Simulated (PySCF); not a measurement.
# C5H5F5O: the cost of one run

Computed with PySCF 2.14.0 and routines of our own; the level stands in each step. Atoms count from 0.

## 1. The system as given

16 atoms, charge 0, multiplicity 1; geometry from: GFN2-xTB.

## 2. Magnetic properties: GIAO PBE/pcSseg-1

Job settings and geometry (Å):

```
{"job": {"kind": "mag", "xc": "PBE", "basis": "pcSseg-1", "isotopologues": 0}, "charge": 0, "multiplicity": 1}
F     -1.442100    -2.184660    -0.064852
C     -1.714112    -0.861536    -0.015200
F     -2.709006    -0.702292     0.885669
C     -0.483346    -0.083836     0.421992
C     -0.577320     1.437999     0.236667
O      0.363356     1.388915    -0.846030
C      0.616718     0.008932    -0.645140
C      2.023691    -0.245238    -0.094180
F      2.153943    -1.518061     0.308035
F      2.973161    -0.020554    -1.001816
F      2.292799     0.523297     0.966074
H     -2.096982    -0.555985    -1.002092
H     -0.163994    -0.435043     1.404277
H     -1.545637     1.824653    -0.085110
H     -0.194477     2.024765     1.073892
H      0.495710    -0.592412    -1.553597
```

With the program's defaults for keys left out, this is: GIAO PBE/pcSseg-1 magnetisability, rotational g tensor and spin-rotation constants, non-relativistic, gas phase.

Run with:

```bash
> OMP_NUM_THREADS=1 python excited_run.py task.json out
```

One launch serves the whole session: the jobs run in the order shown.

Q: Estimate the wall time and peak memory of this first job on 1 thread of Arm Neoverse V1, shared host.

About 59 s, with a peak of 0.75 GiB.
